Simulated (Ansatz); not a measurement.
# CH7Cl2GaOSi: one species, many methods

An exercise on one series of results from a longer session: the logs are not shown, and one member is left open.

Computed with Ansatz 0.2.0, Gaussian basis. Level: functionals in def2-TZVPP, the program's frozen cores in correlated methods.

The runs, in order: LDA (SPW92), PBE-D4, revPBE-D4, BLYP-D4, r2SCAN-D4, B97M-V, PBE0-D4, B3LYP-D4, r2SCANh-D4, r2SCAN0-D4, HSE06-D4, BHLYP-D4, CAM-B3LYP-D4, LC-ωPBE, ωB97X-V, ωB97M-V, B2PLYP, PBE-QIDH; CCSD(T)/def2-SVP; MP2/def2-TZVPP; MP2/def2-QZVPP; RPA on PBE.

### The relaxed structure

All runs share one geometry, relaxed beforehand with PBE0-D4 in a triple-zeta def2 set.

SMILES `[CH3][Ga-]([Cl])([Cl])[OH+][SiH3]`, 13 atoms, charge 0, spin multiplicity 1.

Atoms are counted from 1 here; the program's logs count them from 0.

Bond lengths: C1–Ga2 1.948 Å, C1–H7 1.091 Å, C1–H8 1.091 Å, C1–H9 1.090 Å, Ga2–Cl3 2.176 Å, Ga2–Cl4 2.186 Å, Ga2–O5 2.102 Å, O5–Si6 1.697 Å, O5–H10 0.967 Å, Si6–H11 1.483 Å, Si6–H12 1.474 Å, Si6–H13 1.477 Å. Angles: Ga2–C1–H7 110.2°, Ga2–C1–H8 109.8°, Ga2–C1–H9 110.3°, H7–C1–H8 108.4°, H7–C1–H9 109.4°, H8–C1–H9 108.7°, C1–Ga2–Cl3 120.4°, C1–Ga2–Cl4 120.9°, C1–Ga2–O5 106.8°, Cl3–Ga2–Cl4 112.8°, Cl3–Ga2–O5 96.3°, Cl4–Ga2–O5 90.3°, Ga2–O5–Si6 126.0°, Ga2–O5–H10 102.4°, Si6–O5–H10 117.5°, O5–Si6–H11 106.2°, O5–Si6–H12 104.7°, O5–Si6–H13 110.5° and more.

Set-up of the first run:

Input file in.yaml:

```yaml
crystal:
  periodic: [false, false, false]
  atoms:
    - {symbol: C, position_ang: [-0.635983, -2.184020, 0.490106]}
    - {symbol: Ga, position_ang: [-0.771246, -0.296102, 0.950802]}
    - {symbol: Cl, position_ang: [-2.291013, 0.955943, 0.024642]}
    - {symbol: Cl, position_ang: [-0.165378, 0.425224, 2.923142]}
    - {symbol: O, position_ang: [0.883267, 0.663612, 0.078810]}
    - {symbol: Si, position_ang: [0.866327, 1.585979, -1.345937]}
    - {symbol: H, position_ang: [-0.693099, -2.312147, -0.591710]}
    - {symbol: H, position_ang: [-1.458753, -2.736221, 0.946764]}
    - {symbol: H, position_ang: [0.305597, -2.595989, 0.854562]}
    - {symbol: H, position_ang: [1.333600, 1.038803, 0.847394]}
    - {symbol: H, position_ang: [2.285379, 1.791734, -1.722587]}
    - {symbol: H, position_ang: [0.159222, 0.743367, -2.327243]}
    - {symbol: H, position_ang: [0.202679, 2.884917, -1.114044]}
basis:
  gaussian: {orbitals: def2-TZVPP}
hamiltonian: {xc: lda}
output: {orbitals: {seedname: orbitals}}
```

Launch:

```console
$ ansatz run in.yaml --threads 4 --pin off --events-out ev --progress --plain --max-ram 11315MiB
```

Steps of the session up to this table: LDA; PBE-D4 (GGA); revPBE-D4 (GGA); BLYP-D4 (GGA); r2SCAN-D4 (meta-GGA); B97M-V (meta-GGA); B3LYP-D4 (hybrid); r2SCANh-D4 (hybrid); r2SCAN0-D4 (hybrid); HSE06-D4 (hybrid); BHLYP-D4 (hybrid); CAM-B3LYP-D4 (range-separated); LC-ωPBE (range-separated); ωB97X-V (range-separated); ωB97M-V (range-separated); B2PLYP (double hybrid); PBE-QIDH (double hybrid).

One of the session's tables, all rows but one given; the rest of the session is left out.

It belongs to the step «Frontier levels by functional». 

| functional | HOMO (eV) | gap (eV) |
| --- | --- | --- |
| LDA (SPW92) | ? | ? |
| PBE-D4 | -6.93 | 5.15 |
| revPBE-D4 | -6.87 | 5.21 |
| BLYP-D4 | -6.76 | 5.11 |
| r2SCAN-D4 | -7.25 | 5.86 |
| B97M-V | -7.33 | 5.69 |
| PBE0-D4 | -8.23 | 7.31 |
| B3LYP-D4 | -7.97 | 6.82 |
| r2SCANh-D4 | -7.72 | 6.62 |
| r2SCAN0-D4 | -8.44 | 7.76 |
| HSE06-D4 | -7.83 | 6.54 |
| BHLYP-D4 | -9.38 | 9.30 |
| CAM-B3LYP-D4 | -9.55 | 9.59 |
| LC-ωPBE | -10.94 | 12.18 |
| ωB97X-V | -10.57 | 11.64 |
| ωB97M-V | -10.42 | 11.18 |

**Question.** Estimate the row for LDA (SPW92).

As computed: HOMO (eV): -7.09; gap (eV): 5.06. In the column «HOMO (eV)» it lies between r2SCAN-D4 (-7.25) and PBE-D4 (-6.93).
